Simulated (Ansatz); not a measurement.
SiO:

```
Si O
1.0
     2.80697    0.00000    0.00000
     0.00000    2.80697    0.00000
     0.00000    0.00000    2.80697
Si O
1 1
Direct
  0.00000 0.00000 0.00000
  0.50000 0.50000 0.50000
```

The cell was built by a generator and needn't be a form met in nature.

```yaml
Program: Ansatz 0.2.0
Task: relaxation of cell and atoms
Functional: B3LYP
Potentials_or_basis: Ansatz PAW
Cutoff: "420 eV (not typed: the program's choice for these potentials)"
k_mesh: 5 × 5 × 5
Occupations: fermi-dirac, width 0.05 eV
Spin: no spin polarisation
```

At the start: volume 11.06 Å³/atom.

Q: How do energy, volume and symmetry change on relaxing?

A: It ends after 6 steps and the volume is 11.58 Å³/atom (+4.8 %); space group Pm-3m (No. 221, to 0.05 Å).

The path:
| step | energy change (eV) | largest force (eV/Å) | volume (Å³) |
| --- | --- | --- | --- |
| 1 | 0.0000 | 0.0000 | 22.12 |
| 2 | -0.0160 | 0.0000 | 23.00 |
| 3 | -0.0160 | 0.0000 | 23.11 |
| 4 | -0.0197 | 0.0000 | 23.11 |
| 5 | -0.0196 | 0.0000 | 23.17 |
| 6 | -0.0196 | 0.0000 | 23.17 |

Final structure:
```yaml
crystal:
  lattice:
    - [2.85085, 0.00000, 0.00000]
    - [0.00000, 2.85085, 0.00000]
    - [0.00000, 0.00000, 2.85085]
  atoms:
    - { symbol: Si, position: [0.00000, 0.00000, 0.00000] }
    - { symbol: O, position: [0.50000, 0.50000, 0.50000] }
```

Caveat: the k mesh is coarse (spacing up to 0.45 Å⁻¹), so the values aren't converged, least of all with exact exchange; the plane-wave basis is chosen anew once the cell has moved, so the energies of steps on either side of that aren't comparable; the pressure holds a Pulay correction of +0.5 GPa for the finite cutoff; the PAW data sets come from PBE, with cores solved anew for the run's functional, which leaves a small shift of forces and pressure.
